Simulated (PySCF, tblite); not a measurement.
# C7H12F radical: geometry, infrared bands and EPR parameters

Wanted: the infrared bands and EPR parameters of C7H12F radical (`[CH2][C@@H](CC)C(=C)CF`), by calculation.

Programs: tblite 0.8.0 and PySCF 2.14.0, with density-fitted response routines of our own. Each step states its level of theory. These are calculated values for one molecule in the gas phase, unless marked as measured. Atoms count from 0, in the outputs and in this text.

## Step 1: Starting geometry

20 atoms, charge 0, multiplicity 2; geometry from: force field or distance geometry start.

Bonds of the start (Å): C0–C1 1.54, C1–C2 1.51, C2–C3 1.50, C1–C4 1.47, C4–C5 1.32, C4–C6 1.50, C6–F7 1.38, C0–H8 1.10, C0–H9 1.10, C1–H10 1.11, C2–H11 1.12, C2–H12 1.13, C3–H13 1.12, C3–H14 1.12, C3–H15 1.10, C5–H16 1.08, C5–H17 1.09, C6–H18 1.11, C6–H19 1.09.

## Step 2: Optimising the geometry with GFN2-xTB

The job: settings as JSON, then the geometry in Å.

```
{"job": {"kind": "relax", "xc": "GFN2-xTB", "basis": "xTB"}, "charge": 0, "multiplicity": 2}
C     -0.398600     1.340200     1.510600
C      0.015300     0.779500     0.136700
C      1.438500     0.310300     0.345900
C      2.089700    -0.266300    -0.880900
C     -0.846300    -0.392300    -0.105500
C     -0.473400    -1.654100    -0.149500
C     -2.297900    -0.105400    -0.366400
F     -2.985300    -1.278000    -0.586200
H     -1.399000     1.790600     1.489500
H      0.359700     2.013900     1.928300
H     -0.102900     1.538000    -0.658500
H      1.498700    -0.466500     1.146600
H      2.079900     1.151800     0.734500
H      2.668800    -1.165300    -0.548700
H      2.859200     0.434500    -1.282000
H      1.324000    -0.517800    -1.624300
H      0.527300    -2.020100     0.013300
H     -1.237600    -2.407500    -0.354100
H     -2.776600     0.397600     0.495500
H     -2.348400     0.527300    -1.247800
```

Started as:

```console
OMP_NUM_THREADS=1 python probes_run.py task.json out
```

This one command runs all jobs of the session in turn.

**Question.** This job is followed by: GFN2-xTB harmonic vibrations, gas phase; UKS B3LYP, pcH-1 on C F H, non-relativistic, mean-field spin-orbit, GIAO. What will the session give for the following? strongest single infrared mode (GFN2-xTB); zero-point energy (GFN2-xTB); g(iso) (B3LYP); ⟨S²⟩; largest a(iso) (averaged by class); potential on the surface of density 0.002 e/bohr³, 1st and 99th percentile.

The runs gave:

| quantity | value |
| --- | --- |
| strongest single infrared mode (GFN2-xTB) | 1043 cm⁻¹, 78 km/mol |
| zero-point energy (GFN2-xTB) | 105.2 kcal/mol |
| g(iso) (B3LYP) | 2.00256 |
| ⟨S²⟩ | 0.755 (exact 0.75) |
| largest a(iso) (averaged by class) | 13C on C0, 94.4 MHz |
| potential on the surface of density 0.002 e/bohr³, 1st and 99th percentile | -1.04 V and 0.97 V |

In words: Relaxing lowered the energy by 0.848 eV in 168 steps; the close pair that moved most is C0–C1, from 1.541 to 1.477 Å. No mode is imaginary among the 54: a minimum at this level. The strongest single mode, at 1043 cm⁻¹, moves mainly C6 and F7. GFN2-xTB is a fitted tight-binding method: band positions and strengths are rough. Its intensities can rank the bands wrongly. Most of the unpaired spin sits on C0 (1.06 e). The isotropic g lies 0.2 ppt above the free-electron value. These values are for one conformer; the search (at its own cheap level) found 2 more, at 0.06, 1.61 kcal/mol, and measured spectra average over such forms.
